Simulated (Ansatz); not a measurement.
**AlAsH4 + HF: a complex and its separated parts**

Aim: how far the complex at one end of a reaction step lies below its separated, relaxed parts, level by level.

Method: PBE0-D4/def2-TZVP structures, single points in def2-TZVPP, no counterpoise correction; program: Ansatz 0.2.0, Gaussian basis.

Levels: SPW92, PBE-D4, BLYP-D4, r2SCAN-D4, B97M-V, PBE0-D4, B3LYP-D4, r2SCAN0-D4, BHLYP-D4, CAM-B3LYP-D4, wB97X-V, wB97M-V, B2PLYP, PBE-QIDH, RPA on PBE, Hartree-Fock, MP2, CCSD, CCSD(T).

Cores are frozen in the correlated methods. Filled d shells of the heavier atoms are correlated. B3LYP uses VWN-RPA correlation. B2PLYP carries no dispersion term here.

## (1) The system as given

The complex: 8 atoms, charge 0, spin multiplicity 1.

Atoms are counted from 1 here; the program's logs count them from 0.

Bond lengths: Al1–F2 2.110 Å, Al1–H3 1.583 Å, Al1–H4 1.583 Å, Al1–As6 2.473 Å, F2–H5 0.947 Å, As6–H7 1.510 Å, As6–H8 1.510 Å. Angles: F2–Al1–H3 99.6°, F2–Al1–H4 99.6°, F2–Al1–As6 83.0°, H3–Al1–H4 123.4°, H3–Al1–As6 117.5°, H4–Al1–As6 117.5°, Al1–F2–H5 95.9°, Al1–As6–H7 98.2°, Al1–As6–H8 98.2°, H7–As6–H8 96.8°.

Geometry (Å):

```
Al    0.2889    0.0827   -0.9631
F    -1.6039   -0.8409   -0.8414
H     1.1201   -1.1035   -1.6027
H    -0.1077    1.3947   -1.7557
H    -1.6655   -0.8118    0.1032
As    0.0842    0.1335    1.5014
H     0.4439    1.5846    1.7172
H     1.4399   -0.4394    1.8412
```

Its parts: AlAsH4 holds atoms 1, 3, 4, 6, 7, 8; HF holds atoms 2, 5. Each part counts its atoms afresh in its own runs.

## (2) Relaxing AlAsH4 alone

Input file relax-a/in.yaml:

```yaml
crystal:
  periodic: [false, false, false]
  atoms:
    - {symbol: Al, position_ang: [0.288900, 0.082652, -0.963083]}
    - {symbol: H, position_ang: [1.120108, -1.103453, -1.602721]}
    - {symbol: H, position_ang: [-0.107679, 1.394661, -1.755661]}
    - {symbol: As, position_ang: [0.084232, 0.133474, 1.501352]}
    - {symbol: H, position_ang: [0.443856, 1.584570, 1.717190]}
    - {symbol: H, position_ang: [1.439921, -0.439395, 1.841195]}
basis:
  gaussian: {orbitals: def2-TZVP}
hamiltonian: {xc: pbe0, dispersion: d4}
relax: {f_tol: 0.005, max_steps: 200}
```

No record of the launch command was kept for these runs.

Further steps of the session: Relaxing HF alone; wB97M-V/def2-TZVPP; CCSD(T)/def2-TZVPP; Vibrations of AlAsH4; Vibrations of HF.

Q: Predict the outcome of this session. Wanted: complex less parts, CCSD(T)/def2-TZVPP; with zero-point energy; largest T1 diagnostic.

**Answer**, as computed:

```
                              quantity         value
complex less parts, CCSD(T)/def2-TZVPP  -40.8 kJ/mol
                with zero-point energy  -31.9 kJ/mol
                 largest T1 diagnostic         0.011
```

**Reading.** At CCSD(T) the complex lies 40.8 kJ/mol below its parts. The functionals run from BLYP-D4, off by +0.3 kJ/mol, to SPW92, off by -32.7 kJ/mol, against CCSD(T). Mean unsigned error by rung: LDA 32.7, GGA 4.0, meta-GGA 8.1, hybrid 4.4, range-separated hybrid 7.1, double hybrid 2.8 kJ/mol. PBE-D4 gives a relative energy 7.6 kJ/mol too low, outside chemical accuracy (1 kcal/mol, 4.2 kJ/mol). No counterpoise was applied, and triple zeta lacks some correlation, so the CCSD(T) reference has a basis error of its own, and close matches with it are partly luck.
